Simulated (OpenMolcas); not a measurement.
**CCSD/cc-pV(D+d)Z run of CH4BNO (SMILES [H]/N=C/BO)**

Aim: the vertical singlet–triplet gap of CH4BNO at CCSD/cc-pV(D+d)Z, from 2 runs. 

The calculation is run with OpenMolcas 26.06.

### 1 The structure to begin with

CH4BNO has 8 atoms, charge 0, and is taken as a singlet. As SMILES, `[H]/N=C/BO`. The coordinates come from a GFN2-xTB relaxation. This is one conformer, not always the lowest.

Bond lengths: N1–C2 1.265 Å, C2–B3 1.595 Å, B3–O4 1.322 Å, N1–H5 1.021 Å, C2–H6 1.101 Å, B3–H7 1.170 Å, O4–H8 0.965 Å. Angles: N1–C2–B3 116.8°, C2–B3–O4 117.8°, N1–C2–H6 122.4°, B3–C2–H6 120.8°, C2–N1–H5 116.5°, C2–B3–H7 123.3°, O4–B3–H7 118.9°, B3–O4–H8 112.7°.

### 2 The energy at CCSD/cc-pV(D+d)Z

run.input reads:

```
&GATEWAY
  BasLib = $CurrDir
  Coord
  8
  angstrom
  N       -0.951680       0.790230      -0.607410
  C        0.069450       0.732100       0.136730
  B        0.677210      -0.716530       0.413600
  O        0.079610      -1.753700      -0.146540
  H       -1.336870       1.719340      -0.781300
  H        0.527640       1.630150       0.579770
  H        1.618820      -0.900910       1.083880
  H       -0.684190      -1.500680      -0.678720
  Basis = cc-pVDpdZ
  Group = NoSym

&SEWARD

&SCF
  PrOrbitals = 1 2

&RASSCF
  FileOrb = $Project.ScfOrb
  Spin = 1
  Nactel = 0 0 0
  Inactive = 15
  Ras2 = 0
  OutOrbitals = Canonical
  OrbListing = Nothing

&MOTRA
  JobIph
  Frozen = 4

&CCSDT
  CCSD
  Iterations = 50
  Extrapolation = 5 4
```

The basis set cc-pV(D+d)Z is read from a file made from the Basis Set Exchange's data (not shown).

Launch:

```
$ export MOLCAS_MEM=1860
$ pymolcas run.input > run.log
```

Output:

```text
--- Start Module: gateway ---
[...]
--- Stop Module: gateway /rc=_RC_ALL_IS_WELL_ ---
[...]
      Basis functions           76
[...]
       Convergence after  11 Iterations
[...]
::    Total SCF energy                               -194.2351572650
[...]
      Total spin, S                                     0.0000000000
[...]
      Number of active orbitals                  0
[...]
      Spin quantum number                      0.0
[...]
      Active orbitals                            0
[...]
      Number of CSFs                             1
[...]
      Number of root(s) required                 1
[...]
      Convergence after  4 iterations
[...]
      Natural orbitals and occupation numbers for root  1
      ************************************************************************************************************************
      *                                                    Final results                                                     *
      ************************************************************************************************************************
[...]
::    RASSCF root number  1 Total energy:   -194.23515727
[...]
      Total electronic charge=   30.000000
      Total            charge=   -0.000000
[...]
      Dipole Moment (debye):
      Origin of the operator (angstrom)=   -0.0638   -0.2653   -0.0780
                   X= -2.8501E-01               Y=  2.2351E+00               Z=  5.2800E-02           Total=  2.2538E+00
      Quadrupole Moment (debye*angstrom):
[...]
--- Start Module: motra ---
[...]
      *** WARNING: Default frozen orbitals is overwritten by user input.
      *** Default values:   4
[...]
--- Stop Module: motra /rc=_RC_ALL_IS_WELL_ ---
--- Start Module: ccsdt ---
[...]
      Convergence after                    13  Iterations
      Total energy (diff) :    -194.82941998       0.00000008
[...]
--- Stop Module: ccsdt /rc=_RC_ALL_IS_WELL_ ---
[...]
```

Wall time 20 s (1 thread of Arm Neoverse V2, shared host); peak memory 0.43 GiB.

### 3 The triplet at the same level

run.input reads:

```
>>> EXPORT MOLCAS_PRINT=2

&GATEWAY
 BasLib = $CurrDir
 Coord
 8
 angstrom
 N       -0.951680       0.790230      -0.607410
 C        0.069450       0.732100       0.136730
 B        0.677210      -0.716530       0.413600
 O        0.079610      -1.753700      -0.146540
 H       -1.336870       1.719340      -0.781300
 H        0.527640       1.630150       0.579770
 H        1.618820      -0.900910       1.083880
 H       -0.684190      -1.500680      -0.678720
 Basis = cc-pVDpdZ
 Group = NoSym

&SEWARD

&SCF
 UHF
 Spin = 3
 PrOrbitals = 1 2

&RASSCF
 FileOrb = $Project.UnaOrb
 Spin = 3
 Nactel = 2 0 0
 Inactive = 14
 Ras2 = 2
 OutOrbitals = Canonical
 OrbListing = Nothing

&MOTRA
 JobIph
 Frozen = 4

&CCSDT
 CCSD
 Iterations = 50
 Extrapolation = 5 4
```

The basis set cc-pV(D+d)Z is read from a file made from the Basis Set Exchange's data (not shown).

Launch:

```
$ export MOLCAS_MEM=1860
$ pymolcas run.input > run.log
```

Output:

```text
--- Start Module: gateway ---
[...]
--- Stop Module: gateway /rc=_RC_ALL_IS_WELL_ ---
[...]
      Basis functions           76
[...]
       Convergence after  20 Iterations
[...]
::    Total SCF energy                               -194.1189127120
[...]
      Total spin, S                                     1.0054082466
[...]
      Number of active orbitals                  2
[...]
      Spin quantum number                      1.0
[...]
      Active orbitals                            2
[...]
      Number of CSFs                             1
[...]
      Number of root(s) required                 1
[...]
      Convergence after 11 iterations
[...]
      printout of CI-coefficients larger than  0.05 for root  1
      energy=    -194.111035
      conf/sym  11     Coeff  Weight
             1  uu   1.00000 1.00000
      Natural orbitals and occupation numbers for root  1
      sym 1:   1.000000   1.000000
      ************************************************************************************************************************
      *                                                    Final results                                                     *
[...]
::    RASSCF root number  1 Total energy:   -194.11103521
[...]
      Total electronic charge=   30.000000
      Total            charge=   -0.000000
[...]
      Dipole Moment (debye):
      Origin of the operator (angstrom)=   -0.0638   -0.2653   -0.0780
                   X= -2.0396E+00               Y=  2.7731E+00               Z= -1.1748E+00           Total=  3.6374E+00
      Quadrupole Moment (debye*angstrom):
[...]
--- Start Module: motra ---
[...]
      *** WARNING: Default frozen orbitals is overwritten by user input.
      *** Default values:   4
[...]
--- Stop Module: motra /rc=_RC_ALL_IS_WELL_ ---
--- Start Module: ccsdt ---
[...]
      Convergence after                    24  Iterations
      Total energy (diff) :    -194.68880865      -0.00000010
[...]
--- Stop Module: ccsdt /rc=_RC_ALL_IS_WELL_ ---
[...]
```

Run time: 36 s. Hardware: 1 thread of Arm Neoverse V2, shared host; peak memory 0.43 GiB.

### 4 Outcome

At CCSD/cc-pV(D+d)Z, 4 core orbitals frozen:

| quantity | value |
| --- | --- |
| singlet: total energy | -194.82942 Eh |
| singlet: dipole moment (mean-field density) | 2.25 D |
| singlet: HOMO energy (Hartree–Fock orbitals) | -11.20 eV |
| singlet: LUMO energy (Hartree–Fock orbitals) | 2.55 eV |
| singlet: HOMO–LUMO gap (Hartree–Fock orbitals) | 13.75 eV |
| singlet: correlation energy (4 core orbitals frozen) | -594.3 mEh |
| triplet: total energy | -194.68881 Eh |
| vertical energy of the triplet above the singlet | 3.826 eV |

**Reading.** At this shape the triplet lies 3.83 eV (369 kJ/mol) above the singlet. Mulliken charges (singlet) of the mean-field density run from -0.26 on N1 to +0.25 on B3.
